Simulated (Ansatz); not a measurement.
# BBrF₂H₂OSi: a ladder of functionals and wavefunction methods

How much do the methods differ for BBrF₂H₂OSi? The plan is to run it at one geometry with functionals of several rungs and with coupled cluster. The yardstick is the atomisation energy at the CCSD(T) limit.

Method: functionals in def2-TZVPP, the program's frozen cores in correlated methods; program: Ansatz 0.2.0, Gaussian basis.

Plan: LDA (SPW92), PBE-D4, revPBE-D4, BLYP-D4, r2SCAN-D4, B97M-V, PBE0-D4, B3LYP-D4, r2SCANh-D4, r2SCAN0-D4, HSE06-D4, BHLYP-D4, CAM-B3LYP-D4, LC-ωPBE, ωB97X-V, ωB97M-V, B2PLYP, PBE-QIDH; CCSD(T)/def2-SVP; CCSD(T)/def2-TZVPP; MP2/def2-QZVPP; extrapolation to the limit; RPA on PBE.

## (1) The geometry

The geometry comes from an earlier relaxation with PBE0-D4 in a triple-zeta def2 set; it is a stationary point, not always the lowest conformer.

SMILES `BO[Si](F)(F)Br`, 8 atoms, charge 0, spin multiplicity 1.

Atoms are counted from 1 here; the program's logs count them from 0.

Bond lengths: B1–O2 1.356 Å, B1–H7 1.195 Å, B1–H8 1.198 Å, O2–Si3 1.613 Å, Si3–F4 1.570 Å, Si3–F5 1.570 Å, Si3–Br6 2.174 Å. Angles: O2–B1–H7 117.2°, O2–B1–H8 119.8°, H7–B1–H8 123.0°, B1–O2–Si3 139.1°, O2–Si3–F4 108.2°, O2–Si3–F5 108.2°, O2–Si3–Br6 113.5°, F4–Si3–F5 107.8°, F4–Si3–Br6 109.5°, F5–Si3–Br6 109.5°.

## (2) LDA

This LDA is Slater exchange with PW92 correlation.

The input, in.yaml:

```yaml
crystal:
  periodic: [false, false, false]
  atoms:
    - {symbol: B, position_ang: [-0.482470, -1.526863, 0.263979]}
    - {symbol: O, position_ang: [0.316083, -0.451646, 0.475891]}
    - {symbol: Si, position_ang: [0.499985, 1.055980, -0.068458]}
    - {symbol: F, position_ang: [0.364947, 2.036361, 1.150682]}
    - {symbol: F, position_ang: [1.956357, 1.196361, -0.638704]}
    - {symbol: Br, position_ang: [-0.937528, 1.603351, -1.604319]}
    - {symbol: H, position_ang: [-0.265605, -2.505251, 0.914553]}
    - {symbol: H, position_ang: [-1.359770, -1.465194, -0.549224]}
basis:
  gaussian: {orbitals: def2-TZVPP}
hamiltonian: {xc: lda}
output: {orbitals: {seedname: orbitals}}
```

After this run come: PBE-D4 (GGA); revPBE-D4 (GGA); BLYP-D4 (GGA); r2SCAN-D4 (meta-GGA); B97M-V (meta-GGA); PBE0-D4 (hybrid); B3LYP-D4 (hybrid); r2SCANh-D4 (hybrid); r2SCAN0-D4 (hybrid); HSE06-D4 (hybrid); BHLYP-D4 (hybrid); CAM-B3LYP-D4 (range-separated); LC-ωPBE (range-separated); ωB97X-V (range-separated); ωB97M-V (range-separated); B2PLYP (double hybrid); PBE-QIDH (double hybrid); CCSD(T) in def2-SVP; CCSD(T) in def2-TZVPP; MP2 in def2-QZVPP; RPA on PBE orbitals.

**Question.** What will the summary of the whole plan be? Wanted: atomisation energy, CCSD(T)/CBS; farthest beyond LDA; mean size of error, GGA; mean size of error, meta-GGA; mean size of error, hybrid; mean size of error, range-separated; mean size of error, double hybrid; gap, smallest and largest; T1 diagnostic.

**Answer**, as computed:

| quantity | value |
| --- | --- |
| atomisation energy, CCSD(T)/CBS | 34.530 eV |
| functionals within 0.345 eV (1.0 %) | PBE-D4, r2SCAN-D4, B97M-V, r2SCANh-D4, CAM-B3LYP-D4, ωB97X-V, ωB97M-V |
| farthest beyond LDA | BHLYP-D4 (-1.431 eV) |
| mean size of error, GGA | 0.490 eV |
| mean size of error, meta-GGA | 0.080 eV |
| mean size of error, hybrid | 0.649 eV |
| mean size of error, range-separated | 0.185 eV |
| mean size of error, double hybrid | 0.485 eV |
| gap, smallest and largest | 5.17 eV (LDA (SPW92)), 13.09 eV (LC-ωPBE) |
| T1 diagnostic | 0.0109 |
| triples share of the correlation energy | 3.1 % |

The LDA atomisation energy is off by 4.716 eV (14 %): it overbinds. PBE-D4 misses by +0.187 eV. Double hybrids carry the basis error of their MP2 part in triple zeta, and no dispersion term here, so their miss is partly the set-up's. The rungs meta-GGA, range-separated miss on average by less than the doubt on the reference (0.345 eV), so they tie. Misses under about 0.345 eV are within the doubt on the reference itself, which lacks core-valence correlation, relativity and higher excitations, and its outer-core shells are covered unevenly. All levels share the lack of spin-orbit coupling, which lowers the free heavy atoms and so the true binding. Hartree-Fock recovers 75 % of the binding; the rest is correlation. CCSD(T) in def2-SVP is off by -2.837 eV, which most functionals beat. The gap grows from 5.2 to 13.1 eV across the functionals, mostly with the share of exact exchange. Correlated methods include outer-core shells of Br, which these sets cover unevenly.
